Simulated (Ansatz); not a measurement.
# Si3H2O6+ (doublet): geometry at several levels

Wanted for Si3H2O6+ (doublet): geometry at several levels. Charge +1. Spin multiplicity 2.

Computed with Ansatz 0.2.0 (the levels named in each step, unless a step's input says otherwise).

## Step 1: Starting point

Bond lengths (14 of 16 bonds, heavy atoms first): O1–Si2 1.623 Å, Si2–O3 1.638 Å, Si2–Si4 2.320 Å, O3–Si4 1.667 Å, Si4–O5 1.667 Å, Si2–Si6 2.269 Å, Si4–Si6 2.320 Å, O5–Si6 1.638 Å, Si6–O7 1.623 Å, Si2–O8 1.640 Å, Si6–O8 1.640 Å, Si2–O9 1.670 Å, Si4–O9 1.685 Å, Si6–O9 1.670 Å. Angles (14 of 48 angles, heavy atoms first): O1–Si2–O3 117.6°, O1–Si2–Si4 138.4°, O1–Si2–Si6 141.7°, O1–Si2–O8 118.0°, O1–Si2–O9 115.1°, O3–Si2–Si4 45.9°, O3–Si2–Si6 98.2°, O3–Si2–O8 116.9°, O3–Si2–O9 91.0°, Si4–Si2–Si6 60.7°, Si4–Si2–O8 101.0°, Si4–Si2–O9 46.5°, Si6–Si2–O8 46.2°, Si6–Si2–O9 47.2°.

Coordinates:

```xyz
11

O    -1.6317    1.9429    1.0196
Si   -0.8032    0.8933    0.0996
O    -1.6620   -0.0949   -0.8843
Si   -0.7675   -1.3867   -0.3291
O     0.7456   -1.3934   -1.0276
Si    1.1913   -0.1824   -0.0191
O     2.6022   -0.3405    0.7678
O     0.6934    1.3308   -0.4089
O    -0.1719   -0.4196    0.9154
H    -1.9914    2.7399    0.5928
H     3.4233   -0.1803    0.2707
```

## Step 2: A rough first relaxation, PBE-D4/def2-SVP

This run stands in another session on the same molecule. It ended at:

```xyz
11

O    -1.8353    2.0570    0.7139
Si   -0.9311    0.9200    0.0406
O    -1.7759   -0.2082   -0.8876
Si   -0.8687   -1.5665   -0.4004
O     0.7130   -1.5505   -1.0357
Si    1.2779   -0.2713   -0.0908
O     2.7802   -0.4322    0.4394
O     0.6310    1.2284   -0.5304
O    -0.2061   -0.4897    0.9754
H    -1.5043    2.9194    1.0306
H     3.3475    0.3028    0.7420
```

## Step 3: Relaxation, HF/STO-3G

Input file input.yaml:

```yaml
crystal:
  periodic: [false, false, false]
  atoms:
    - { symbol: O, position_ang: [-1.83532361, 2.05697809, 0.71394121] }
    - { symbol: Si, position_ang: [-0.9310628, 0.91998259, 0.04058899] }
    - { symbol: O, position_ang: [-1.77589719, -0.2082091, -0.88764759] }
    - { symbol: Si, position_ang: [-0.86865383, -1.56649571, -0.40040144] }
    - { symbol: O, position_ang: [0.71297865, -1.55049294, -1.03571656] }
    - { symbol: Si, position_ang: [1.2778959, -0.27134186, -0.09082293] }
    - { symbol: O, position_ang: [2.7801824, -0.43222989, 0.43936543] }
    - { symbol: O, position_ang: [0.6309661, 1.22844602, -0.53038258] }
    - { symbol: O, position_ang: [-0.20609768, -0.48974169, 0.97542446] }
    - { symbol: H, position_ang: [-1.5042765, 2.91936526, 1.03060848] }
    - { symbol: H, position_ang: [3.34745857, 0.30275924, 0.74197252] }
magnetization:
  spin_polarized: true
  initial_magnetization: 1
total_charge: 1
basis:
  gaussian: { orbitals: STO-3G }
hamiltonian:
  xc: hf
relax:
  f_tol: 0.002
  max_steps: 150
```

The run is started by

```console
$ ansatz run input.yaml --threads 4 --pin off --max-ram 10240MiB --backend cpu --events-out ev --progress --plain --runs-dir out
```

What it wrote, shortened:

```text
Warning: RAYON_NUM_THREADS=4 ignored (pool sized by the plan → 4); use --threads N
[...]
Functional definition: HF
[...]
844 factors; integrals over basis functions are off by at most 8.8e-6 eV
[...]
mean field -35404.36208703 eV, -1301.0863087598 hartree, gradient 5.6e-5 eV, S^2 0.756143; 0 other end points of the search recorded, 0 dependent functions left out
[...]
reference -35404.36208703 eV, -1301.0863087598 hartree; 46, 45 occupied and 13, 14 virtual orbitals, 844 factors
relax step   1: F+E_penalty+E_count = -35404.36208703 eV  Δ(F+E_penalty+E_count) = +0.000e0 eV  max|allowed force component| = 4.310e0 eV/Å  Δτ_max = 0.0000 Å  (39 SCF iters, accepted)
[...]
relax step   3: F+E_penalty+E_count = -35404.87048228 eV  Δ(F+E_penalty+E_count) = -9.668e-2 eV  max|allowed force component| = 5.285e-1 eV/Å  Δτ_max = 0.0506 Å  (41 SCF iters, accepted)
[...]
relax step   5: F+E_penalty+E_count = -35404.91279641 eV  Δ(F+E_penalty+E_count) = -1.382e-2 eV  max|allowed force component| = 1.753e-1 eV/Å  Δτ_max = 0.0543 Å  (30 SCF iters, accepted)
[...]
relax step   7: F+E_penalty+E_count = -35404.91750882 eV  Δ(F+E_penalty+E_count) = -4.712e-3 eV  max|allowed force component| = 4.669e-2 eV/Å  Δτ_max = 0.0414 Å  (40 SCF iters, accepted)
[...]
relax step   9: F+E_penalty+E_count = -35404.91768332 eV  Δ(F+E_penalty+E_count) = -7.186e-5 eV  max|allowed force component| = 2.885e-2 eV/Å  Δτ_max = 0.0036 Å  (33 SCF iters, accepted)
[...]
relax step  11: F+E_penalty+E_count = -35404.91770880 eV  Δ(F+E_penalty+E_count) = -7.758e-7 eV  max|allowed force component| = 1.654e-3 eV/Å  Δτ_max = 0.0002 Å  (34 SCF iters, accepted)
844 factors; integrals over basis functions are off by at most 9.1e-6 eV
mean field -35404.91770880 eV, -1301.1067274833 hartree, gradient 1.5e-5 eV, S^2 0.755723; 1 other end points of the search recorded, 0 dependent functions left out
[...]
reference -35404.91770880 eV, -1301.1067274833 hartree; 46, 45 occupied and 13, 14 virtual orbitals, 844 factors
Total energy: -35404.91770880 eV, -1301.1067274833 hartree
Atom 0 at    -1.813781     2.029710     0.821477 Å, force    -0.000515    -0.000342     0.000214 eV/Å
Atom 1 at    -0.936423     0.911768     0.043994 Å, force    -0.000118    -0.000703    -0.000330 eV/Å
Atom 2 at    -1.725289    -0.220336    -0.894007 Å, force    -0.000064    -0.000161     0.000034 eV/Å
Atom 3 at    -0.883078    -1.594003    -0.393496 Å, force    -0.000208    -0.000326    -0.000539 eV/Å
Atom 4 at     0.674702    -1.514685    -1.036784 Å, force    -0.000096    -0.000144     0.000036 eV/Å
Atom 5 at     1.274285    -0.280497    -0.087523 Å, force    -0.000552    -0.000469    -0.000304 eV/Å
Atom 6 at     2.755601    -0.434621     0.549642 Å, force     0.000016    -0.000628     0.000183 eV/Å
Atom 7 at     0.619897     1.203851    -0.493454 Å, force     0.000073     0.000056     0.000728 eV/Å
Atom 8 at    -0.215354    -0.493098     0.850247 Å, force     0.000884     0.001654    -0.000128 eV/Å
Atom 9 at    -1.327749     2.872849     0.953255 Å, force     0.000146     0.000610     0.000061 eV/Å
Atom 10 at     3.205360     0.428081     0.683577 Å, force     0.000434     0.000454     0.000044 eV/Å
Dipole moment:     0.062174     0.083026     0.292419 e Å
```

Run time: 9.8 s. Hardware: 4 threads of Arm Neoverse V2, shared host; peak memory 0.21 GiB.

Relaxation path:

```csv
step,energy from step 1 (eV),largest force component (eV/Å)
1,0.0000,4.3100
2,-0.4117,1.1444
3,-0.5084,0.5285
4,-0.5369,0.3765
5,-0.5507,0.1753
6,-0.5442,0.6730
7,-0.5554,0.0467
8,-0.5555,0.0283
9,-0.5556,0.0289
10,-0.5556,0.0042
11,-0.5556,0.0017
```

Step 1 is the start. Step 6 was tried and not accepted.

Before: Bond lengths: O1–Si2 1.601 Å, Si2–O3 1.688 Å, O3–Si4 1.705 Å, Si4–O5 1.705 Å, O5–Si6 1.688 Å, Si6–O7 1.601 Å, Si2–O8 1.691 Å, Si6–O8 1.691 Å, Si2–O9 1.840 Å, Si4–O9 1.868 Å, Si6–O9 1.840 Å, O1–H10 0.977 Å, O7–H11 0.977 Å. Angles (14 of 23 angles, heavy atoms first): O1–Si2–O3 115.0°, O1–Si2–O8 122.3°, O1–Si2–O9 123.6°, O3–Si2–O8 113.5°, O3–Si2–O9 88.0°, O8–Si2–O9 87.0°, Si2–O3–Si4 96.3°, O3–Si4–O5 112.3°, O3–Si4–O9 86.6°, O5–Si4–O9 86.6°, Si4–O5–Si6 96.3°, O5–Si6–O7 115.0°, O5–Si6–O8 113.5°, O5–Si6–O9 88.0°.

After: Bond lengths: O1–Si2 1.620 Å, Si2–O3 1.668 Å, O3–Si4 1.687 Å, Si4–O5 1.687 Å, O5–Si6 1.668 Å, Si6–O7 1.620 Å, Si2–O8 1.672 Å, Si6–O8 1.672 Å, Si2–O9 1.773 Å, Si4–O9 1.790 Å, Si6–O9 1.773 Å, O1–H10 0.982 Å, O7–H11 0.982 Å. Angles (14 of 23 angles, heavy atoms first): O1–Si2–O3 118.8°, O1–Si2–O8 122.5°, O1–Si2–O9 123.3°, O3–Si2–O8 112.2°, O3–Si2–O9 84.9°, O8–Si2–O9 84.6°, Si2–O3–Si4 98.6°, O3–Si4–O5 108.0°, O3–Si4–O9 83.8°, O5–Si4–O9 83.8°, Si4–O5–Si6 98.6°, O5–Si6–O7 118.8°, O5–Si6–O8 112.2°, O5–Si6–O9 84.9°.

## Step 4: Relaxation, HF/6-31G*

Edit input.yaml of step 3 so:

```diff
@@ -19,3 +19,3 @@
 basis:
-  gaussian: { orbitals: STO-3G }
+  gaussian: { orbitals: "6-31G*" }
 hamiltonian:
```

The run is started by

```console
$ ansatz run input.yaml --threads 4 --pin off --max-ram 10240MiB --backend cpu --events-out ev --progress --plain --runs-dir out
```

What it wrote, shortened:

```text
Warning: RAYON_NUM_THREADS=4 ignored (pool sized by the plan → 4); use --threads N
[...]
[... 1 set-up line as earlier in the session ...]
[...]
1412 factors; integrals over basis functions are off by at most 3.2e-4 eV
[...]
mean field -35842.97779084 eV, -1317.2051385703 hartree, gradient 2.4e-5 eV, S^2 0.752752; 0 other end points of the search recorded, 0 dependent functions left out
[...]
reference -35842.97779084 eV, -1317.2051385703 hartree; 46, 45 occupied and 105, 106 virtual orbitals, 1412 factors
relax step   1: F+E_penalty+E_count = -35842.97779084 eV  Δ(F+E_penalty+E_count) = +0.000e0 eV  max|allowed force component| = 2.407e0 eV/Å  Δτ_max = 0.0000 Å  (43 SCF iters, accepted)
[...]
relax step   3: F+E_penalty+E_count = -35843.42670227 eV  Δ(F+E_penalty+E_count) = -1.070e-1 eV  max|allowed force component| = 1.480e-1 eV/Å  Δτ_max = 0.0404 Å  (38 SCF iters, accepted)
[...]
Atom 1 at    -0.918050     0.905639     0.030108 Å, force     0.000825    -0.000104    -0.000240 eV/Å
Atom 2 at    -1.720729    -0.212609    -0.861318 Å, force    -0.000252    -0.000878     0.000042 eV/Å
Atom 3 at    -0.857278    -1.545592    -0.398680 Å, force     0.000138     0.000367    -0.000975 eV/Å
Atom 4 at     0.681660    -1.508250    -1.004237 Å, force    -0.000594    -0.000696     0.000064 eV/Å
Atom 5 at     1.257884    -0.267873    -0.099339 Å, force    -0.000551     0.000645    -0.000158 eV/Å
Atom 6 at     2.711829    -0.383398     0.463695 Å, force     0.000328    -0.000181     0.000355 eV/Å
Atom 7 at     0.604823     1.179944    -0.530088 Å, force     0.000114     0.000208     0.000037 eV/Å
Atom 8 at    -0.203102    -0.477114     0.911291 Å, force     0.000363     0.000608     0.000526 eV/Å
Atom 9 at    -1.483802     2.888989     1.020626 Å, force     0.000384    -0.000287    -0.000046 eV/Å
Atom 10 at     3.310070     0.303588     0.735435 Å, force    -0.000455     0.000163     0.000003 eV/Å
Dipole moment:     0.167455     0.262331     0.436639 e Å
```

Run time: 29 s. Hardware: 4 threads of Arm Neoverse V2, shared host; peak memory 0.65 GiB.

Relaxation path:

| step | energy from step 1 (eV) | largest force component (eV/Å) |
| --- | --- | --- |
| 1 | 0.0000 | 2.4066 |
| 2 | -0.3419 | 1.1230 |
| 3 | -0.4489 | 0.1480 |
| 4 | -0.4519 | 0.1839 |
| 5 | -0.4446 | 0.4295 |
| 6 | -0.4573 | 0.1309 |
| 7 | -0.4579 | 0.0568 |
| 8 | -0.4583 | 0.0258 |
| 9 | -0.4583 | 0.0131 |
| 10 | -0.4583 | 0.0073 |
| 11 | -0.4583 | 0.0010 |

Step 1 is the start. Step 5 was tried and not accepted.

Before: Bond lengths: O1–Si2 1.601 Å, Si2–O3 1.688 Å, O3–Si4 1.705 Å, Si4–O5 1.705 Å, O5–Si6 1.688 Å, Si6–O7 1.601 Å, Si2–O8 1.691 Å, Si6–O8 1.691 Å, Si2–O9 1.840 Å, Si4–O9 1.868 Å, Si6–O9 1.840 Å, O1–H10 0.977 Å, O7–H11 0.977 Å. Angles (14 of 23 angles, heavy atoms first): O1–Si2–O3 115.0°, O1–Si2–O8 122.3°, O1–Si2–O9 123.6°, O3–Si2–O8 113.5°, O3–Si2–O9 88.0°, O8–Si2–O9 87.0°, Si2–O3–Si4 96.3°, O3–Si4–O5 112.3°, O3–Si4–O9 86.6°, O5–Si4–O9 86.6°, Si4–O5–Si6 96.3°, O5–Si6–O7 115.0°, O5–Si6–O8 113.5°, O5–Si6–O9 88.0°.

After: Bond lengths: O1–Si2 1.563 Å, Si2–O3 1.640 Å, O3–Si4 1.654 Å, Si4–O5 1.654 Å, O5–Si6 1.640 Å, Si6–O7 1.563 Å, Si2–O8 1.646 Å, Si6–O8 1.646 Å, Si2–O9 1.789 Å, Si4–O9 1.813 Å, Si6–O9 1.789 Å, O1–H10 0.951 Å, O7–H11 0.951 Å. Angles (14 of 23 angles, heavy atoms first): O1–Si2–O3 118.0°, O1–Si2–O8 121.9°, O1–Si2–O9 123.2°, O3–Si2–O8 112.4°, O3–Si2–O9 86.3°, O8–Si2–O9 85.8°, Si2–O3–Si4 98.2°, O3–Si4–O5 111.4°, O3–Si4–O9 85.2°, O5–Si4–O9 85.2°, Si4–O5–Si6 98.2°, O5–Si6–O7 118.0°, O5–Si6–O8 112.4°, O5–Si6–O9 86.3°.

## Step 5: Relaxation, LDA/def2-SVP

Edit input.yaml of step 4 so:

```diff
@@ -19,5 +19,5 @@
 basis:
-  gaussian: { orbitals: "6-31G*" }
+  gaussian: { orbitals: def2-SVP }
 hamiltonian:
-  xc: hf
+  xc: lda
 relax:
```

The run is started by

```console
$ ansatz run input.yaml --threads 4 --pin off --max-ram 10240MiB --backend cpu --events-out ev --progress --plain --runs-dir out
```

What it wrote, shortened:

```text
Warning: RAYON_NUM_THREADS=4 ignored (pool sized by the plan → 4); use --threads N
[...]
Functional definition: SPW92
[...]
1562 factors; their error is unknown
[...]
mean field -35751.82415521 eV, -1313.8553042472 hartree, gradient 7.8e-5 eV, S^2 0.751036; 0 other end points of the search recorded, 0 dependent functions left out
[...]
reference -35751.82419174 eV, -1313.8553055897 hartree; 46, 45 occupied and 102, 103 virtual orbitals, 1562 factors
relax step   1: F+E_penalty+E_count = -35751.82415521 eV  Δ(F+E_penalty+E_count) = +0.000e0 eV  max|allowed force component| = 7.829e-1 eV/Å  Δτ_max = 0.0000 Å  (31 SCF iters, accepted)
[...]
relax step   3: F+E_penalty+E_count = -35751.88163819 eV  Δ(F+E_penalty+E_count) = -1.957e-2 eV  max|allowed force component| = 1.090e-1 eV/Å  Δτ_max = 0.0162 Å  (34 SCF iters, accepted)
[...]
Atom 1 at    -0.921251     0.915548     0.037321 Å, force     0.000491    -0.000273    -0.000038 eV/Å
Atom 2 at    -1.753059    -0.206976    -0.876746 Å, force     0.000005    -0.000354     0.000026 eV/Å
Atom 3 at    -0.860079    -1.551784    -0.389628 Å, force    -0.000064    -0.000071    -0.000432 eV/Å
Atom 4 at     0.702560    -1.531325    -1.022833 Å, force    -0.000295    -0.000192     0.000043 eV/Å
Atom 5 at     1.268551    -0.265442    -0.092952 Å, force    -0.000499     0.000261     0.000020 eV/Å
Atom 6 at     2.750667    -0.419836     0.435945 Å, force     0.000257    -0.000092     0.000034 eV/Å
Atom 7 at     0.622036     1.212512    -0.536016 Å, force     0.000034     0.000069    -0.000055 eV/Å
Atom 8 at    -0.199790    -0.475765     0.954736 Å, force     0.000124     0.000222     0.000077 eV/Å
Atom 9 at    -1.540218     2.919884     1.035940 Å, force     0.000039     0.000156     0.000135 eV/Å
Atom 10 at     3.367976     0.272828     0.743948 Å, force     0.000121     0.000112     0.000130 eV/Å
Dipole moment:     0.234306     0.381142     0.483284 e Å
```

Run time: 18 s. Hardware: 4 threads of Arm Neoverse V2, shared host; peak memory 0.25 GiB.

Relaxation path:

```csv
step,E - E(step 1) (eV),largest force component (eV/Å)
1,0.0000,0.7829
2,-0.0379,0.4486
3,-0.0575,0.1090
4,-0.0593,0.0926
5,-0.0600,0.0809
6,-0.0608,0.0179
7,-0.0609,0.0146
8,-0.0609,0.0129
9,-0.0609,0.0037
10,-0.0609,0.0005
```

Step 1 is the start.

Before: Bond lengths: O1–Si2 1.601 Å, Si2–O3 1.688 Å, O3–Si4 1.705 Å, Si4–O5 1.705 Å, O5–Si6 1.688 Å, Si6–O7 1.601 Å, Si2–O8 1.691 Å, Si6–O8 1.691 Å, Si2–O9 1.840 Å, Si4–O9 1.868 Å, Si6–O9 1.840 Å, O1–H10 0.977 Å, O7–H11 0.977 Å. Angles (14 of 23 angles, heavy atoms first): O1–Si2–O3 115.0°, O1–Si2–O8 122.3°, O1–Si2–O9 123.6°, O3–Si2–O8 113.5°, O3–Si2–O9 88.0°, O8–Si2–O9 87.0°, Si2–O3–Si4 96.3°, O3–Si4–O5 112.3°, O3–Si4–O9 86.6°, O5–Si4–O9 86.6°, Si4–O5–Si6 96.3°, O5–Si6–O7 115.0°, O5–Si6–O8 113.5°, O5–Si6–O9 88.0°.

After: Bond lengths: O1–Si2 1.581 Å, Si2–O3 1.670 Å, O3–Si4 1.686 Å, Si4–O5 1.686 Å, O5–Si6 1.670 Å, Si6–O7 1.581 Å, Si2–O8 1.673 Å, Si6–O8 1.673 Å, Si2–O9 1.816 Å, Si4–O9 1.844 Å, Si6–O9 1.816 Å, O1–H10 0.978 Å, O7–H11 0.978 Å. Angles (14 of 23 angles, heavy atoms first): O1–Si2–O3 115.5°, O1–Si2–O8 122.5°, O1–Si2–O9 123.6°, O3–Si2–O8 113.0°, O3–Si2–O9 87.7°, O8–Si2–O9 86.7°, Si2–O3–Si4 96.6°, O3–Si4–O5 111.9°, O3–Si4–O9 86.3°, O5–Si4–O9 86.3°, Si4–O5–Si6 96.6°, O5–Si6–O7 115.5°, O5–Si6–O8 113.0°, O5–Si6–O9 87.7°.

## Step 6: Relaxation, PBE-D4/def2-SVP

Edit input.yaml of step 5 so:

```diff
@@ -21,3 +21,4 @@
 hamiltonian:
-  xc: lda
+  xc: pbe
+  dispersion: d4
 relax:
```

The run is started by

```console
$ ansatz run input.yaml --threads 4 --pin off --max-ram 10240MiB --backend cpu --events-out ev --progress --plain --runs-dir out
```

What it wrote, shortened:

```text
Warning: RAYON_NUM_THREADS=4 ignored (pool sized by the plan → 4); use --threads N
[...]
Functional definition: PBE
[...]
1562 factors; their error is unknown
[...]
mean field -35907.40353802 eV, -1319.5727411100 hartree, gradient 5.3e-5 eV, S^2 0.751541; 0 other end points of the search recorded, 0 dependent functions left out
[...]
reference -35907.40357779 eV, -1319.5727425716 hartree; 46, 45 occupied and 102, 103 virtual orbitals, 1562 factors
relax step   1: F+E_penalty+E_count = -35907.82031884 eV  Δ(F+E_penalty+E_count) = +0.000e0 eV  max|allowed force component| = 1.166e-2 eV/Å  Δτ_max = 0.0000 Å  (33 SCF iters, accepted)
[...]
relax step   4: F+E_penalty+E_count = -35907.82035811 eV  Δ(F+E_penalty+E_count) = -1.728e-6 eV  max|allowed force component| = 3.136e-3 eV/Å  Δτ_max = 0.0010 Å  (24 SCF iters, accepted)
[...]
Atom 1 at    -0.931422     0.919436     0.039245 Å, force    -0.000017     0.000453     0.000044 eV/Å
Atom 2 at    -1.776703    -0.209304    -0.888013 Å, force    -0.000009     0.000036     0.000347 eV/Å
Atom 3 at    -0.868797    -1.566827    -0.399785 Å, force    -0.000276    -0.000501    -0.000267 eV/Å
Atom 4 at     0.712472    -1.551752    -1.036095 Å, force     0.000066    -0.000002     0.000342 eV/Å
Atom 5 at     1.277512    -0.271872    -0.092166 Å, force     0.000397     0.000222     0.000022 eV/Å
Atom 6 at     2.779655    -0.429906     0.439341 Å, force     0.000669    -0.001169    -0.000433 eV/Å
Atom 7 at     0.630129     1.227207    -0.533189 Å, force    -0.000070    -0.000203     0.000673 eV/Å
Atom 8 at    -0.206283    -0.489981     0.974472 Å, force     0.000338     0.000706    -0.000627 eV/Å
Atom 9 at    -1.498103     2.917486     1.033678 Å, force     0.000656    -0.000014     0.000072 eV/Å
Atom 10 at     3.342812     0.306715     0.745687 Å, force    -0.000365     0.000532     0.000132 eV/Å
Dipole moment:     0.212564     0.344593     0.449157 e Å
```

Run time: 18 s. Hardware: 4 threads of Arm Neoverse V2, shared host; peak memory 0.27 GiB.

The steps of the relaxation:

| step | energy from step 1 (eV) | largest force component (eV/Å) |
| --- | --- | --- |
| 1 | 0.0000 | 0.0117 |
| 2 | 0.0000 | 0.0067 |
| 3 | 0.0000 | 0.0043 |
| 4 | 0.0000 | 0.0031 |
| 5 | 0.0000 | 0.0014 |

Step 1 is the start.

Before: Bond lengths: O1–Si2 1.601 Å, Si2–O3 1.688 Å, O3–Si4 1.705 Å, Si4–O5 1.705 Å, O5–Si6 1.688 Å, Si6–O7 1.601 Å, Si2–O8 1.691 Å, Si6–O8 1.691 Å, Si2–O9 1.840 Å, Si4–O9 1.868 Å, Si6–O9 1.840 Å, O1–H10 0.977 Å, O7–H11 0.977 Å. Angles (14 of 23 angles, heavy atoms first): O1–Si2–O3 115.0°, O1–Si2–O8 122.3°, O1–Si2–O9 123.6°, O3–Si2–O8 113.5°, O3–Si2–O9 88.0°, O8–Si2–O9 87.0°, Si2–O3–Si4 96.3°, O3–Si4–O5 112.3°, O3–Si4–O9 86.6°, O5–Si4–O9 86.6°, Si4–O5–Si6 96.3°, O5–Si6–O7 115.0°, O5–Si6–O8 113.5°, O5–Si6–O9 88.0°.

After: Bond lengths: O1–Si2 1.601 Å, Si2–O3 1.688 Å, O3–Si4 1.705 Å, Si4–O5 1.705 Å, O5–Si6 1.688 Å, Si6–O7 1.601 Å, Si2–O8 1.691 Å, Si6–O8 1.691 Å, Si2–O9 1.840 Å, Si4–O9 1.867 Å, Si6–O9 1.840 Å, O1–H10 0.977 Å, O7–H11 0.977 Å. Angles (14 of 23 angles, heavy atoms first): O1–Si2–O3 115.1°, O1–Si2–O8 122.2°, O1–Si2–O9 123.5°, O3–Si2–O8 113.5°, O3–Si2–O9 88.0°, O8–Si2–O9 87.0°, Si2–O3–Si4 96.2°, O3–Si4–O5 112.3°, O3–Si4–O9 86.6°, O5–Si4–O9 86.6°, Si4–O5–Si6 96.2°, O5–Si6–O7 115.1°, O5–Si6–O8 113.5°, O5–Si6–O9 88.0°.

## Step 7: Geometries side by side

```csv
level,O1–Si2 (Å),Si2–O3 (Å),Si2–Si4 (Å),rotational constants (MHz),CPU time
HF/STO-3G,1.6199,1.6685,2.5442,"1906.8, 1194.4, 846.17",36 s
HF/6-31G*,1.5634,1.6399,2.4892,"1976.6, 1227.2, 874.5",1.8 min
LDA/def2-SVP,1.5812,1.6696,2.5047,"1948.7, 1183.4, 852.7",68 s
PBE-D4/def2-SVP,1.6012,1.6877,2.5255,"1907.9, 1158.9, 835.49",69 s
```

Constants are for the commonest isotopes at the equilibrium geometry; times are CPU times of the relaxations.

## Step 8: What came out

| quantity | value |
| --- | --- |
| O1–Si2 at PBE-D4/def2-SVP | 1.601 Å |
| Si2–O3 at PBE-D4/def2-SVP | 1.688 Å |
| Si2–Si4 at PBE-D4/def2-SVP | 2.526 Å |

The O–Si distance spreads over 0.056 Å, from HF/6-31G* (shortest) to HF/STO-3G.
